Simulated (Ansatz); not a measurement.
Write a Python script for Ansatz 0.2.0 through its Python package that makes a single point from a YAML input of FeNi3, space group Fm-3m. Settings: PBEsol, PAW, cutoff 490 eV, 7×7×7 k-points, cold smearing of 0.05 eV, collinear spin.

The script reads `scf.yaml`:
```yaml
crystal:
  lattice:
    - [0.0, 2.79037, 2.79037]
    - [2.79037, 0.0, 2.79037]
    - [2.79037, 2.79037, 0.0]
  atoms:
    - { symbol: Fe, position: [0.0, 0.0, 0.0], spin: 3.5 }
    - { symbol: Ni, position: [0.75, 0.75, 0.75], spin: 1.5 }
    - { symbol: Ni, position: [0.25, 0.25, 0.25], spin: 1.5 }
    - { symbol: Ni, position: [0.5, 0.5, 0.5], spin: 1.5 }
magnetization:
  spin_polarized: true
kpoints:
  mp_grid: { kspacing: 0.3 }
hamiltonian:
  xc: pbesol
scf:
  occupations: { method: cold, width: 0.05 }
basis:
  ecutwfc: "18 Ha"
output:
  forces: true
```

`yaml_run_feni3.py`:
```python
"""Run a YAML input for FeNi3 from Python."""

import warnings

import ansatz as az
import pandas as pd

warnings.simplefilter("ignore", az.DeckWarning)

done = az.Session.from_deck("scf.yaml").plan().execute()
summary = done.report

n_atoms = len(summary["lattice"]["sites"])
print("F =", round(summary["free_energy_ev"], 4), "eV for", n_atoms, "atoms")
print("E(sigma -> 0) =", round(summary["energy_sigma0_ev"], 4), "eV, TS =", round(summary["entropy_ts_ev"], 5), "eV")
print("closed by", summary["closed_by"], "after", summary["n_iterations"], "iterations")

# forces in eV per angstrom
table = pd.DataFrame(summary["forces_ev_ang"], columns=["fx", "fy", "fz"])
table.insert(0, "atom", [site["symbol"] for site in summary["lattice"]["sites"]])
print(table.round(4).to_string())

print("site moments (muB):", [round(m, 2) for m in summary["site_moments_mub"]])
print("electrons up, down:", [round(n, 3) for n in summary["spin_occupation_sums"]])

used = summary["setup"]
print("cutoffs (eV):", used["ecut_ev"], used["ecutrho_ev"], " FFT grid:", used["fft_dense"])
print("cell volume {:.3f} A^3, {} symmetry operations".format(used["cell_volume_ang3"], used["n_sym_ops"]))
```

Output of `python yaml_run_feni3.py`:
```text
F = -21863.6292 eV for 4 atoms
E(sigma -> 0) = -21863.6292 eV, TS = -0.00014 eV
closed by deck_thresholds after 20 iterations
  atom   fx   fy   fz
0   Fe -0.0 -0.0 -0.0
1   Ni -0.0  0.0  0.0
2   Ni  0.0 -0.0  0.0
3   Ni  0.0 -0.0 -0.0
site moments (muB): [2.78, 0.68, 0.68, 0.31]
electrons up, down: [37.178, 32.822]
cutoffs (eV): 489.804952427784 1959.219809711136  FFT grid: [30, 30, 30]
cell volume 43.453 A^3, 48 symmetry operations
```

Caveats:
- Total energies depend on the potentials; only differences at equal settings carry meaning. A total without «per atom» is that of the cell as typed.
- Under cold or Methfessel-Paxton smearing the entropy term is a generalised one and can be negative.
- The mesh is modest for a metal, so energies can be off by several to tens of meV an atom and pressures by half a GPa or more; differences at equal mesh fare better.
- This cell is a computed structure, which may not be the phase found in nature.
- Hardware and time: 16 s on 1 thread of Arm Neoverse V1, with other jobs on the host, peak memory 0.56 GiB.

(Lines on the test bed's own set-up are left out of the output.)
